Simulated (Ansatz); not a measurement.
Run this with the Python package of Ansatz (0.2.0) and show what comes out.

The script, `eos_rb3tl.py`:
```python
# -*- coding: utf-8 -*-
'''Bulk modulus of Rb3Tl from an E(V) curve.'''

import ansatz as az
from ase.eos import EquationOfState
from ase.units import GPa
import numpy as np

VECTORS = np.array([
    [0.0, 4.912318, 4.912318],
    [4.912318, 0.0, 4.912318],
    [4.912318, 4.912318, 0.0],
])
SITES = [
    ('Rb', (0.25, 0.25, 0.25)),
    ('Rb', (0.75, 0.75, 0.75)),
    ('Rb', (0.5, 0.5, 0.5)),
    ('Tl', (0.0, 0.0, 0.0)),
]


def crystal_on(cell):
    crystal = az.Crystal(lattice=az.Lattice.of(cell))
    for symbol, position in SITES:
        crystal = crystal.atom(symbol, position)
    return crystal

# uniform scaling of the cell
volumes, energies = [], []
for scale in np.linspace(0.92, 1.08, 7):
    cell = VECTORS * scale ** (1 / 3)
    base = (
        crystal_on(cell).calculation()
        .functional('r2scan')
        .basis(600)
        .occupations('fermi_dirac', width=0.15)
        .kpoints(4, 4, 4)
    )
    summary = base.run(threads=1, pin='off').report
    volumes.append(abs(np.linalg.det(cell)) / len(SITES))
    energies.append(summary['free_energy_ev'] / len(SITES))
    print(f'V = {volumes[-1]:8.4f} A^3/atom  F = {energies[-1]:.5f} eV/atom')

eos = EquationOfState(volumes, energies, eos='vinet')
v0, e0, bulk = eos.fit()
print(f'V0 = {v0:.4f} A^3/atom, E0 = {e0:.5f} eV/atom, B = {bulk / GPa:.1f} GPa')
```

```console
$ python eos_rb3tl.py
V =  54.5277 A^3/atom  F = -5323.13693 eV/atom
V =  56.1082 A^3/atom  F = -5323.13742 eV/atom
V =  57.6887 A^3/atom  F = -5323.13656 eV/atom
V =  59.2692 A^3/atom  F = -5323.13455 eV/atom
V =  60.8498 A^3/atom  F = -5323.13152 eV/atom
V =  62.4303 A^3/atom  F = -5323.12763 eV/atom
V =  64.0108 A^3/atom  F = -5323.12298 eV/atom
V0 = 55.8559 A^3/atom, E0 = -5323.13743 eV/atom, B = 4.9 GPa
```

A third-order Birch-Murnaghan fit through the 7 points (the script's own form differs a little) has its minimum at 55.86 Å³ an atom, 5.8 % below the typed cell, with a bulk modulus of 5 GPa and dB/dP = 4.1. From that minimum the energy rises by 0.5 meV an atom on the compressed side and 14.5 meV on the expanded side. The window is off centre, so dB/dP is rough.

Reading the output:
- Total energies depend on the potentials; only differences at equal settings carry meaning.
- The mesh is modest for a metal, so energies can be off by several to tens of meV an atom and pressures by half a GPa or more; differences at equal mesh fare better.
- The smearing is wide enough that free energy and stress hold a thermal part of the electrons.
- Spin-orbit coupling, which matters for elements this heavy, is left out.
- The structure comes from a database of computed cells and needn't be a stable or known phase.
- Hardware and time: 61 s on 1 thread of Intel(R) Xeon(R) Processor @ 2.30GHz (shared host), peak memory 1.3 GiB.
